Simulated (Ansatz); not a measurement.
# CuH (triplet): wave-function methods side by side, def2-SVP

Aim: climb from Hartree-Fock through coupled cluster and multireference methods for CuH (triplet) at one geometry and basis, and see what each rung misses.

Method: def2-SVP, core rule «outside noble gas», up to 9 orbitals frozen; program: Ansatz 0.2.0, Gaussian basis.

The runs, in order: UHF; CCSD(T) on ROHF; CCSD(T) on UHF; CISD; CCSDT(Q) on ROHF; CCSDT(Q) on UHF; CASSCF and MRCISD+Q, 12 electrons in 7 orbitals; CASSCF and NEVPT2, 12 electrons in 7 orbitals.

9 further runs of the same task are left out: 2 that didn't finish, 7 set aside as unsound or not needed.

## (1) The geometry

The geometry is a PBE0/def2-TZVP stationary point (not a proven minimum) of the parent state, kept for this charge and spin.

2 atoms, charge 0, spin multiplicity 3.

Atoms are counted from 1 here; the program's logs count them from 0.

Bond lengths: Cu1–H2 1.485 Å.

In the tables R marks a restricted open-shell determinant and U an unrestricted one; 'valence' is the active space of 12 electrons in 7 orbitals; energies count from the table's Hartree-Fock row.

## (2) UHF

in.yaml

```yaml
crystal:
  periodic: [false, false, false]
  atoms:
    - {symbol: Cu, position_ang: [0.000000, 0.000000, 0.000000]}
    - {symbol: H, position_ang: [0.000000, 0.000000, 1.485034]}
basis:
  gaussian: {orbitals: def2-SVP}
magnetization: {spin_polarized: true, initial_magnetization: 2}
hamiltonian: {xc: hf}
output: {orbitals: {seedname: orbitals}}
```

Command:

```console
$ ansatz run in.yaml --threads 1 --pin off --events-out ev --progress --plain --max-ram 2393MiB
```

Output:

```text
Functional definition: HF
  name "HF"
  cite "Fock, Z. Phys. 61, 126 (1930) doi:10.1007/BF01340294"
  parent pbe
  exchange = exact_x
  correlation = 0
399 factors; integrals over basis functions are off by at most 1.2e-3 eV
mean field evaluation 1: about -44601.3516 eV, gradient 2.6e1 eV
mean field evaluation 2: about -44601.4293 eV, gradient 2.6e1 eV
mean field evaluation 4: about -44603.7843 eV, gradient 3.4e0 eV
mean field evaluation 8: about -44603.2768 eV, gradient 6.3e0 eV
mean field evaluation 16: about -44605.2161 eV, gradient 7.5e-4 eV
mean field evaluation 32: about -44603.2801 eV, gradient 4.3e0 eV
mean field evaluation 64: about -44604.9799 eV, gradient 5.2e-1 eV
mean field evaluation 96: about -44605.0258 eV, gradient 3.7e0 eV
mean field evaluation 128: about -44604.7594 eV, gradient 1.3e0 eV
mean field evaluation 160: about -44604.6237 eV, gradient 3.0e0 eV
mean field -44605.21605610 eV, -1639.2114555602 hartree, gradient 1.7e-5 eV, S^2 2.003722; 7 other end points of the search recorded, 0 dependent functions left out
reference -44605.21605610 eV, -1639.2114555602 hartree; 16, 14 occupied and 20, 22 virtual orbitals, 399 factors
Total energy: -44605.21605610 eV, -1639.2114555602 hartree
```

Wall time 6 s (1 thread of Intel Xeon at 2.50GHz, shared host).

From the report: ⟨S²⟩ of the determinant 2.004 (pure triplet: 2.00).

## (3) CCSD(T) on ROHF

in.yaml

```yaml
crystal:
  periodic: [false, false, false]
  atoms:
    - {symbol: Cu, position_ang: [0.000000, 0.000000, 0.000000]}
    - {symbol: H, position_ang: [0.000000, 0.000000, 1.485034]}
basis:
  gaussian: {orbitals: def2-SVP}
magnetization: {spin_polarized: false, initial_magnetization: 2}
correlation: {method: ccsd_t, electrons: outside_noble_gas}
```

The command is unchanged.

Output (excerpt; [...] marks lines left out):

```text
Functional definition: HF
  name "HF"
  cite "Fock, Z. Phys. 61, 126 (1930) doi:10.1007/BF01340294"
  parent pbe
[...]
399 factors; integrals over basis functions are off by at most 1.2e-3 eV
[...]
mean field -44605.13161019 eV, -1639.2083522304 hartree, gradient 9.3e-6 eV, S^2 2.000000; 20 other end points of the search recorded, 0 dependent functions left out
[...]
determinant -44605.13161019 eV, -1639.2083522304 hartree, with singles and doubles -44611.55466023 eV, -1639.4443949655 hartree
determinant -44604.78084021 eV, -1639.1954616715 hartree, with singles and doubles -44610.75858013 eV, -1639.4151395617 hartree
determinant -44604.63703803 eV, -1639.1901770386 hartree, with singles and doubles -44610.65949451 eV, -1639.4114982321 hartree
determinant -44600.97130159 eV, -1639.0554637093 hartree, with singles and doubles -44607.62006217 eV, -1639.2998011538 hartree
9 core orbitals not correlated: weight in the atoms' cores, before any rotation towards them, 1.000 or more for the frozen orbitals, at most 0.000 for the correlated occupied ones
reference -44605.13161019 eV, -1639.2083522304 hartree; 7, 5 occupied and 20, 22 virtual orbitals, 399 factors
second order -6.10662287 eV of doubles, -0.01948019 eV of singles
cycle   1  -6.42660484 eV  change   -3.6e-3 eV  update   9.0e-3
[...]
cycle  11  -6.47983066 eV  change   -5.0e-6 eV  update   2.6e-6
perturbative correction -0.20322457 eV, -0.0074683653 hartree
Total energy: -44611.81466543 eV, -1639.4539499804 hartree
```

It took 34 s on 1 thread of Intel Xeon at 2.50GHz, shared host.

From the report: correlation -6.6831 eV; T1 0.080; largest double amplitude 0.06.

## (4) CCSD(T) on UHF

in.yaml, as its differences from that of step 3:

```diff
@@ -7,3 +7,3 @@
   gaussian: {orbitals: def2-SVP}
-magnetization: {spin_polarized: false, initial_magnetization: 2}
+magnetization: {spin_polarized: true, initial_magnetization: 2}
 correlation: {method: ccsd_t, electrons: outside_noble_gas}
```

Launched as before.

Output (excerpt; [...] marks lines left out):

```text
Functional definition: HF
  name "HF"
  cite "Fock, Z. Phys. 61, 126 (1930) doi:10.1007/BF01340294"
  parent pbe
[...]
399 factors; integrals over basis functions are off by at most 1.2e-3 eV
[...]
mean field -44605.21605610 eV, -1639.2114555602 hartree, gradient 6.8e-6 eV, S^2 2.003722; 16 other end points of the search recorded, 0 dependent functions left out
determinant -44605.21605610 eV, -1639.2114555602 hartree, with singles and doubles -44611.58810026 eV, -1639.4456238640 hartree
determinant -44604.87853084 eV, -1639.1990517357 hartree, with singles and doubles -44610.81021955 eV, -1639.4170372752 hartree
determinant -44604.75006951 eV, -1639.1943308691 hartree, with singles and doubles -44610.71312950 eV, -1639.4134692817 hartree
9 core orbitals not correlated: weight in the atoms' cores, before any rotation towards them, 1.000 or more for the frozen orbitals, at most 0.000 for the correlated occupied ones
reference -44605.21605610 eV, -1639.2114555602 hartree; 7, 5 occupied and 20, 22 virtual orbitals, 399 factors
second order -6.10493756 eV of doubles, -0.00000000 eV of singles
cycle   1  -6.37501108 eV  change   -3.0e-3 eV  update   8.0e-3
[...]
cycle   9  -6.41916158 eV  change   -1.1e-5 eV  update   1.2e-5
perturbative correction -0.20129916 eV, -0.0073976076 hartree
Total energy: -44611.83651684 eV, -1639.4547530049 hartree
```

It took 28 s on 1 thread of Intel Xeon at 2.50GHz, shared host.

From the report: ⟨S²⟩ of the determinant 2.004 (pure triplet: 2.00); correlation -6.6205 eV; T1 0.075; largest double amplitude 0.06.

## (5) CISD

in.yaml

```yaml
crystal:
  periodic: [false, false, false]
  atoms:
    - {symbol: Cu, position_ang: [0.000000, 0.000000, 0.000000]}
    - {symbol: H, position_ang: [0.000000, 0.000000, 1.485034]}
basis:
  gaussian: {orbitals: def2-SVP}
magnetization: {spin_polarized: false, initial_magnetization: 2}
correlation: {active_space: {ras: {orbitals: [5, 2, 20], electrons: 12, max_holes: 2, max_particles: 2}, fixed_orbitals: true}}
```

The command is unchanged.

Output (excerpt; [...] marks lines left out):

```text
Functional definition: HF
  name "HF"
  cite "Fock, Z. Phys. 61, 126 (1930) doi:10.1007/BF01340294"
  parent pbe
[...]
399 factors; integrals over basis functions are off by at most 1.2e-3 eV
[...]
mean field -44605.13161019 eV, -1639.2083522304 hartree, gradient 9.3e-6 eV, S^2 2.000000; 20 other end points of the search recorded, 0 dependent functions left out
reference -44605.13161019 eV, -1639.2083522304 hartree; 16, 14 occupied and 20, 22 virtual orbitals, 399 factors
state -44611.13094822 eV, -1639.4288238364 hartree
Total energy: -44611.13094822 eV, -1639.4288238364 hartree
```

Wall time 20 s (1 thread of Intel Xeon at 2.50GHz, shared host).

From the report: 22,319 determinants.

## (6) CCSDT(Q) on ROHF

in.yaml, as its differences from that of step 5:

```diff
@@ -8,2 +8,2 @@
 magnetization: {spin_polarized: false, initial_magnetization: 2}
-correlation: {active_space: {ras: {orbitals: [5, 2, 20], electrons: 12, max_holes: 2, max_particles: 2}, fixed_orbitals: true}}
+correlation: {method: ccsdt_q, electrons: outside_noble_gas}
```

Same command.

Output (excerpt; [...] marks lines left out):

```text
Functional definition: HF
  name "HF"
  cite "Fock, Z. Phys. 61, 126 (1930) doi:10.1007/BF01340294"
  parent pbe
[...]
643 factors; integrals over basis functions are off by at most 2.2e-7 eV
[...]
mean field -44605.13174916 eV, -1639.2083573375 hartree, gradient 6.8e-6 eV, S^2 2.000000; 20 other end points of the search recorded, 0 dependent functions left out
[...]
determinant -44605.13174916 eV, -1639.2083573375 hartree, with singles and doubles -44611.55478903 eV, -1639.4443996989 hartree
determinant -44604.78097723 eV, -1639.1954667067 hartree, with singles and doubles -44610.75871151 eV, -1639.4151443898 hartree
determinant -44604.63717543 eV, -1639.1901820880 hartree, with singles and doubles -44610.65962444 eV, -1639.4115030070 hartree
determinant -44600.97153691 eV, -1639.0554723570 hartree, with singles and doubles -44607.62028676 eV, -1639.2998094073 hartree
9 core orbitals not correlated: weight in the atoms' cores, before any rotation towards them, 1.000 or more for the frozen orbitals, at most 0.000 for the correlated occupied ones
reference -44605.13174916 eV, -1639.2083573375 hartree; 7, 5 occupied and 20, 22 virtual orbitals, 643 factors
second order -6.10661656 eV of doubles, -0.01947976 eV of singles
cycle   1  -5.86341769 eV  change    2.6e-1 eV  update   9.3e-2
[...]
cycle  25  -6.69605849 eV  change    5.8e-7 eV  update   4.7e-7
perturbative correction 0.00735654 eV, 0.0002703479 hartree
Total energy: -44611.82045111 eV, -1639.4541626002 hartree
```

Run time: 81 s. Hardware: 1 thread of Intel Xeon at 2.50GHz, shared host.

From the report: correlation -6.6887 eV; T1 0.084; largest double amplitude 0.08.

## (7) CCSDT(Q) on UHF

in.yaml, as its differences from that of step 6:

```diff
@@ -7,3 +7,3 @@
   gaussian: {orbitals: def2-SVP}
-magnetization: {spin_polarized: false, initial_magnetization: 2}
+magnetization: {spin_polarized: true, initial_magnetization: 2}
 correlation: {method: ccsdt_q, electrons: outside_noble_gas}
```

Same command.

Output (excerpt; [...] marks lines left out):

```text
Functional definition: HF
  name "HF"
  cite "Fock, Z. Phys. 61, 126 (1930) doi:10.1007/BF01340294"
  parent pbe
[...]
643 factors; integrals over basis functions are off by at most 2.2e-7 eV
[...]
mean field -44605.21619414 eV, -1639.2114606333 hartree, gradient 1.3e-6 eV, S^2 2.003722; 17 other end points of the search recorded, 0 dependent functions left out
determinant -44605.21619414 eV, -1639.2114606333 hartree, with singles and doubles -44611.58822967 eV, -1639.4456286199 hartree
determinant -44604.87866583 eV, -1639.1990566967 hartree, with singles and doubles -44610.81035050 eV, -1639.4170420875 hartree
determinant -44604.75020418 eV, -1639.1943358182 hartree, with singles and doubles -44610.71325975 eV, -1639.4134740682 hartree
9 core orbitals not correlated: weight in the atoms' cores, before any rotation towards them, 1.000 or more for the frozen orbitals, at most 0.000 for the correlated occupied ones
reference -44605.21619414 eV, -1639.2114606333 hartree; 7, 5 occupied and 20, 22 virtual orbitals, 643 factors
second order -6.10493123 eV of doubles, -0.00000000 eV of singles
cycle   1  -5.83861966 eV  change    2.7e-1 eV  update   9.1e-2
[...]
cycle  25  -6.63076877 eV  change    2.7e-7 eV  update   3.9e-7
perturbative correction 0.00523005 eV, 0.0001922007 hartree
Total energy: -44611.84173286 eV, -1639.4549446903 hartree
```

It took 66 s on 1 thread of Intel Xeon at 2.50GHz, shared host.

From the report: ⟨S²⟩ of the determinant 2.004 (pure triplet: 2.00); correlation -6.6255 eV; T1 0.078; largest double amplitude 0.07.

## (8) CASSCF and MRCISD+Q, 12 electrons in 7 orbitals

in.yaml

```yaml
crystal:
  periodic: [false, false, false]
  atoms:
    - {symbol: Cu, position_ang: [0.000000, 0.000000, 0.000000]}
    - {symbol: H, position_ang: [0.000000, 0.000000, 1.485034]}
basis:
  gaussian: {orbitals: def2-SVP}
magnetization: {spin_polarized: false, initial_magnetization: 2}
correlation: {method: fic_mrcisd_q, electrons: outside_noble_gas, active_space: {window: {electrons: 12, orbitals: 7}, shells: [{species: Cu, l: s, shell: 4}, {species: Cu, l: d, shell: 3}, {species: H, l: s, shell: 1}]}}
```

Launched as before.

Output (excerpt; [...] marks lines left out):

```text
Functional definition: HF
  name "HF"
  cite "Fock, Z. Phys. 61, 126 (1930) doi:10.1007/BF01340294"
  parent pbe
[...]
643 factors; integrals over basis functions are off by at most 2.2e-7 eV
[...]
mean field -44605.13174916 eV, -1639.2083573375 hartree, gradient 6.8e-6 eV, S^2 2.000000; 21 other end points of the search recorded, 0 dependent functions left out
reference -44605.13174916 eV, -1639.2083573375 hartree; 16, 14 occupied and 20, 22 virtual orbitals, 643 factors
state -44605.13174916 eV, -1639.2083573375 hartree
contracted CI cycle   1: correlation 0.00000000 eV, 0.0000000000 hartree, residual 3.54e1 eV
contracted CI cycle   2: correlation -5.60193029 eV, -0.2058671409 hartree, residual 3.88e0 eV
contracted CI cycle   3: correlation -5.80716621 eV, -0.2134094219 hartree, residual 1.32e0 eV
contracted CI cycle   4: correlation -5.82417237 eV, -0.2140343870 hartree, residual 2.46e-1 eV
contracted CI cycle   5: correlation -5.82503483 eV, -0.2140660818 hartree, residual 9.73e-2 eV
contracted CI cycle   6: correlation -5.82512935 eV, -0.2140695553 hartree, residual 2.34e-2 eV
contracted CI cycle   7: correlation -5.82513537 eV, -0.2140697764 hartree, residual 4.71e-3 eV
contracted CI cycle   8: correlation -5.82513562 eV, -0.2140697857 hartree, residual 1.17e-3 eV
contracted CI cycle   9: correlation -5.82513564 eV, -0.2140697863 hartree, residual 2.41e-4 eV
state -44605.13174916 eV, -1639.2083573375 hartree; corrected -44611.24309518 eV, -1639.4329451612 hartree
Total energy: -44611.24309518 eV, -1639.4329451612 hartree
Checks for a lower state left out: starts, orbital_swaps
```

Wall time 21 s (1 thread of Intel Xeon at 2.50GHz, shared host).

From the report: 19 determinants; active occupations 2.00, 2.00, 2.00, 2.00, 2.00, 1.00, 1.00.

## (9) CASSCF and NEVPT2, 12 electrons in 7 orbitals

in.yaml

```yaml
crystal:
  periodic: [false, false, false]
  atoms:
    - {symbol: Cu, position_ang: [0.000000, 0.000000, 0.000000]}
    - {symbol: H, position_ang: [0.000000, 0.000000, 1.485034]}
basis:
  gaussian: {orbitals: def2-SVP}
magnetization: {spin_polarized: false, initial_magnetization: 2}
correlation: {method: sc_nevpt2, electrons: outside_noble_gas, active_space: {window: {electrons: 12, orbitals: 7}, shells: [{species: Cu, l: s, shell: 4}, {species: Cu, l: d, shell: 3}, {species: H, l: s, shell: 1}]}}
```

The command is unchanged.

Output (excerpt; [...] marks lines left out):

```text
Functional definition: HF
  name "HF"
  cite "Fock, Z. Phys. 61, 126 (1930) doi:10.1007/BF01340294"
  parent pbe
[...]
643 factors; integrals over basis functions are off by at most 2.2e-7 eV
[...]
mean field -44605.13174916 eV, -1639.2083573375 hartree, gradient 6.8e-6 eV, S^2 2.000000; 21 other end points of the search recorded, 0 dependent functions left out
reference -44605.13174916 eV, -1639.2083573375 hartree; 16, 14 occupied and 20, 22 virtual orbitals, 643 factors
state -44605.13174916 eV, -1639.2083573375 hartree
state -44605.13174916 eV, -1639.2083573375 hartree; corrected -44610.53404610 eV, -1639.4068880881 hartree
Total energy: -44610.53404610 eV, -1639.4068880881 hartree
Checks for a lower state left out: starts, orbital_swaps
```

It took 19 s on 1 thread of Intel Xeon at 2.50GHz, shared host.

From the report: 19 determinants; active occupations 2.00, 2.00, 2.00, 2.00, 2.00, 1.00, 1.00.

## (10) How many determinants matter

Natural occupations of the CASSCF valence state about the gap (report; correlated orbitals 3 to 7): 2.000, 2.000, 2.000, 1.000, 1.000. The count of effectively unpaired electrons, Σ n²(2 − n)², is 2.00; a single determinant of this spin has 2.

## (11) All levels against the top one

No level here is safe as a reference; RCCSDT(Q) serves as a yardstick only. Rows without a time come out of other runs: HF, MP2 and CCSD of CCSD(T), CCSDT of CCSDT(Q), CASSCF and MRCISD of the multireference runs.

Differences are taken before rounding.

```tsv
method	energy from the lowest RHF (kcal/mol)	from RCCSDT(Q) (kcal/mol)	time
RHF	0.00	+154.25	
UHF	-1.95	+152.30	
RMP2	-141.27	+12.98	
UMP2	-142.73	+11.52	
CISD	-138.35	+15.90	20 s
RCCSD	-149.43	+4.82	
UCCSD	-149.98	+4.27	
RCCSD(T)	-154.11	+0.13	34 s
UCCSD(T)	-154.62	-0.37	28 s
RCCSDT	-154.42	-0.17	
UCCSDT	-154.86	-0.61	
RCCSDT(Q)	-154.25	0	81 s
UCCSDT(Q)	-154.74	-0.49	66 s
CASSCF valence	0.00	+154.25	
NEVPT2 valence	-124.58	+29.67	19 s
MRCISD valence	-134.33	+19.91	
MRCISD+Q valence	-140.93	+13.31	21 s
```

Among the levels timed on like hardware and quicker than the yardstick, those that no quicker one beats, quickest first: NEVPT2 valence (19 s, +29.67 kcal/mol); CISD (20 s, +15.90 kcal/mol); MRCISD+Q valence (21 s, +13.31 kcal/mol); UCCSD(T) (28 s, -0.37 kcal/mol); RCCSD(T) (34 s, +0.13 kcal/mol).

## (12) Summary of results

| quantity | value |
| --- | --- |
| RCCSDT(Q) below the RHF energy | -6.6888 eV |
| RMP2 from RCCSDT(Q) | +12.98 kcal/mol |
| UMP2 from RCCSDT(Q) | +11.52 kcal/mol |
| RCCSD from RCCSDT(Q) | +4.82 kcal/mol |
| RCCSD(T) from RCCSDT(Q) | +0.13 kcal/mol |
| UCCSD(T) from RCCSDT(Q) | -0.37 kcal/mol |
| UCCSDT(Q) from RCCSDT(Q) | -0.49 kcal/mol |
| NEVPT2 valence from RCCSDT(Q) | +29.67 kcal/mol |
| MRCISD+Q valence from RCCSDT(Q) | +13.31 kcal/mol |
| T1 diagnostic | 0.080 |
| effectively unpaired electrons | 2.00 |

RCCSD(T) lands +0.13 kcal/mol from the yardstick (0.1 % of the correlation energy). CCSD(T) misses by +0.13 kcal/mol on the restricted determinant and by -0.37 kcal/mol on the unrestricted one; the two need not hold the same state or core. The occupations are near whole numbers, but T1 = 0.080 shows that the orbitals relax strongly. Warnings: large T1 diagnostic.
